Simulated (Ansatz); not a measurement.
Crystal: TiSe.

```
CELL_PARAMETERS angstrom
3.40340 0.00000 0.00000
0.00000 3.40340 0.00000
0.00000 0.00000 3.40340
ATOMIC_POSITIONS crystal
Ti 0.00000 0.00000 0.00000
Se 0.50000 0.50000 0.50000
```

The cell comes from a database or a generator and needn't be the stable form of this composition.

* Program: Ansatz 0.2.0
* Task: relaxation of cell and atoms
* Functional: HSE03
* Potentials or basis: Ansatz PAW
* Cutoff: 420 eV (not typed: the program's choice for these potentials)
* k mesh: 4 × 4 × 4
* Occupations: fermi-dirac, width 0.05 eV
* Spin: no spin polarisation

At the start: volume 19.71 Å³/atom.

Problem. Where does the relaxation end?

Solution. It ends after 6 steps and the volume is 16.21 Å³/atom (-17.8 %); space group Pm-3m (No. 221, to 0.05 Å).

The path:
| step | energy change (eV) | largest force (eV/Å) | volume (Å³) |
| --- | --- | --- | --- |
| 1 | 0.0000 | 0.0000 | 39.42 |
| 2 | -0.3898 | 0.0000 | 33.93 |
| 3 | -0.4109 | 0.0000 | 31.78 |
| 4 | -0.4156 | 0.0000 | 32.45 |
| 5 | -0.4157 | 0.0000 | 32.41 |
| 6 | -0.4139 | 0.0000 | 32.41 |

Final structure:
```cif
data_structure
_symmetry_space_group_name_H-M 'P 1'
_symmetry_Int_Tables_number 1
_cell_length_a 3.1884
_cell_length_b 3.1884
_cell_length_c 3.1884
_cell_angle_alpha 90.000
_cell_angle_beta 90.000
_cell_angle_gamma 90.000
_cell_volume 32.41
loop_
_atom_site_label
_atom_site_type_symbol
_atom_site_fract_x
_atom_site_fract_y
_atom_site_fract_z
_atom_site_occupancy
Ti1 Ti 0.00000 0.00000 0.00000 1
Se1 Se 0.50000 0.50000 0.50000 1
```

Caveat: the k mesh is coarse (spacing up to 0.46 Å⁻¹), so the values aren't converged, least of all with exact exchange; the volume moved by over 15 % at a fixed basis, so the end points are rough; the plane-wave basis is chosen anew once the cell has moved, so the energies of steps on either side of that aren't comparable; the PAW data sets come from PBE, with cores solved anew for the run's functional, which leaves a small shift of forces and pressure.
